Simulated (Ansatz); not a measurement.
The system is MoN2.

```
Mo N
1.0
     4.34805    0.00000    0.00000
     0.00000    4.34805    0.00000
     0.00000    0.00000    2.76746
Mo N
2 4
Cartesian
  0.0000 0.0000 0.0000
  2.1740 2.1740 0.0000
  2.6595 3.8626 1.3837
  1.6886 0.4854 1.3837
  0.4854 2.6595 1.3837
  3.8626 1.6886 1.3837
```

Measurements of this composition are mostly on another form, of space group No. 160.

* Program: Ansatz 0.2.0
* Task: single point
* Functional: PBEsol
* Potentials or basis: Ansatz PAW
* Cutoff: 420 eV (not typed: the program's choice for these potentials)
* k mesh: 6 × 6 × 10
* Occupations: fermi-dirac, width 0.05 eV
* Spin: no spin polarisation

On this cell: pressure -14.1 GPa; largest force 0.034 eV/Å; band gap on the k mesh none (metal or under the smearing width).

The same run follows on a disturbed copy (atoms moved at random, drawn with an rms of 0.05 Å):

```
Mo N
1.0
     4.34805    0.00000    0.00000
     0.00000    4.34805    0.00000
     0.00000    0.00000    2.76746
Mo N
2 4
Direct
  0.00546 0.01441 0.98945
  0.50382 0.50326 0.99801
  0.61578 0.88571 0.49528
  0.38349 0.11590 0.49763
  0.10695 0.61302 0.50859
  0.87787 0.38940 0.48793
```

Task: What changes?

Result: The energy (extrapolated to zero smearing) moves by +20.1 meV/atom; pressure -14.9 GPa; largest force 1.456 eV/Å; band gap on the k mesh none (metal or under the smearing width).

Forces on the atoms (eV/Å):
```
Mo  -0.456 -1.136  0.064
Mo  -0.979 -0.063 -0.046
N   -0.868  0.843  0.062
N    0.829 -0.663 -0.092
N    0.291  0.331 -0.485
N    1.183  0.688  0.497
```

Stress tensor (GPa, compression positive):
```
-15.35   0.25  -0.22
  0.25 -14.84  -0.37
 -0.22  -0.37 -14.59
```

Caveats: the PAW data sets come from PBE, with cores solved anew for the run's functional, which leaves a small shift of forces and pressure.
